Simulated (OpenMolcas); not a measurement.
# W²⁺ among point charges: CASSCF levels and susceptibility

Aim: the splitting of the states of W²⁺ in the field of 6 point charges, its lowest levels with spin-orbit coupling and its magnetic susceptibility.

The numbers are computed with OpenMolcas 26.06 (state-averaged CASSCF, spin-orbit coupling by RASSI with atomic mean-field integrals), except any that are marked as measured or tabulated.

1 further run of the same task is left out (it didn't finish).

### 1 The system

| Property | Result |
| --- | --- |
| Species | W²⁺ (tungsten, Z = 74, 72 electrons) |
| Basis | ANO-RCC-VTZP [8s7p5d3f2g1h], 104 functions |
| Scalar Hamiltonian | DKH2, point nucleus |
| Inactive shells | 1s 2s 2p 3s 3p 3d 4s 4p 4d 4f 5s 5p |
| Active space | 4 electrons in 5 orbitals (5d) |
| Some configurations of this space | 5d4 |
| Orbitals | optimised for each spin and parity, averaged over all roots |

The outer shells:

5d4
```
5d [↑ ][↑ ][↑ ][↑ ][  ]
```

The ion sits among 6 point charges of -1 e arranged as a trigonal antiprism (D3d), 1.96 Å from the ion. The active orbitals were held to one l.

Each step is its own input file, run in one work folder so that later steps find the files of earlier ones. Labels, J, g values, rates, χT and fits are worked out afterwards by a script from the matrices that RASSI stores. The input lists half of the charges; inversion (Group=XYZ) makes the rest.

### 2 GATEWAY and SEWARD: basis and integrals

The input, a.inp:

```
&GATEWAY
Coord
1

W 0.0 0.0 0.0
Basis=ANO-RCC-VTZP
Group=XYZ
NoMove
AngMom=0.0 0.0 0.0
AMFI
XField
3 Angstrom 0
0.000000 1.600333 1.131607 -1.000000
1.385929 -0.800167 1.131607 -1.000000
1.385929 0.800167 -1.131607 -1.000000
&SEWARD
```

Launch:

```
> OMP_NUM_THREADS=1 MOLCAS_MEM=1689 MOLCAS_PROJECT=a pymolcas a.inp > a.log
```

### 3 Reference wave functions, quintets of even parity, 5 roots

The input, a.inp:

```
&RASSCF
FileOrb=start.orb
Symmetry=1
Spin=5
nActEl=4 0 0
Inactive=15 19
Ras2=5 0
CIRoot=5 5 1
SDav=5
CIMx=300
Iter=120 100
PrWF=0.3
OrbListing=Nothing
MaxOrb=0
SupSym
1
25 4 5 6 7 8 10 11 12 13 14 16 17 18 19 20 24 25 26 27 28 29 30 31 32
33
0
>>> COPY $Project.JobIph JOB001
```

start.orb holds the contracted functions of the basis, ordered by shell, or the orbitals of the step before.

### 4 Reference wave functions, triplets of even parity, 45 roots

The input, a.inp:

```
&RASSCF
FileOrb=start.orb
Symmetry=1
Spin=3
nActEl=4 0 0
Inactive=15 19
Ras2=5 0
CIRoot=45 45 1
SDav=45
CIMx=300
Iter=120 100
PrWF=0.3
OrbListing=Nothing
MaxOrb=0
SupSym
1
25 4 5 6 7 8 10 11 12 13 14 16 17 18 19 20 24 25 26 27 28 29 30 31 32
33
0
>>> COPY $Project.JobIph JOB002
```

### 5 Reference wave functions, singlets of even parity, 50 roots

The input, a.inp:

```
&RASSCF
FileOrb=start.orb
Symmetry=1
Spin=1
nActEl=4 0 0
Inactive=15 19
Ras2=5 0
CIRoot=50 50 1
SDav=50
CIMx=300
Iter=120 100
PrWF=0.3
OrbListing=Nothing
MaxOrb=0
SupSym
1
25 4 5 6 7 8 10 11 12 13 14 16 17 18 19 20 24 25 26 27 28 29 30 31 32
33
0
>>> COPY $Project.JobIph JOB003
```

### 6 RASSI: spin-orbit coupling between the states

The input, a.inp:

```
&RASSI
NrOfJobIphs=3 5 45 50
1 2 3 4 5
1 2 3 4 5 6 7 8 9 10 11 12 13 14 15 16 17 18 19 20 21 22 23 24 25 26 27
28 29 30 31 32 33 34 35 36 37 38 39 40 41 42 43 44 45
1 2 3 4 5 6 7 8 9 10 11 12 13 14 15 16 17 18 19 20 21 22 23 24 25 26 27
28 29 30 31 32 33 34 35 36 37 38 39 40 41 42 43 44 45 46 47 48 49 50
IphNames
JOB001
JOB002
JOB003
EJob
SpinOrbit
DIPRint=1.0
SOCoupling=1000.0
Subsets=2
Property=9
'ANGMOM' 1 'ANGMOM' 2 'ANGMOM' 3 'MLTPL  1' 1 'MLTPL  1' 2 'MLTPL  1' 3
'AMFI' 1 'AMFI' 2 'AMFI' 3
SOProperty=3
'ANGMOM' 1 'ANGMOM' 2 'ANGMOM' 3
```

What does the calculation give? Wanted: spin-free ground state; first state of the same spin within the active space; lowest level; next level.

**Answer**, as computed:

```
                                            quantity                           value
                                              method                          CASSCF
                              spin-free ground state  5E, 2-fold in its orbital part
first state of the same spin within the active space           quintet at 12400 cm⁻¹
                                        lowest level                       1-fold A1
                                          next level                     1952.0 cm⁻¹
                                         χT at 300 K                  0.34 cm³ K/mol
                           effective moment at 300 K                         1.66 μB
```

In words: The spin-free ground state (5E) comes to 100 % from free-ion D terms and keeps the highest spin of the shell. χT at 300 K is 0.34, against 3.01 cm³ K/mol for the spin alone, so spin-orbit coupling lowers it. An active space of the d shell alone favours high spin; real ions in strong fields can be low spin. The field of point charges can differ much from that of real complexes. With metal d orbitals alone active, the gaps between spin states are rough; where two lie within a few thousand cm-1, their order is open. This is an electrostatic model: the charges have no orbitals.
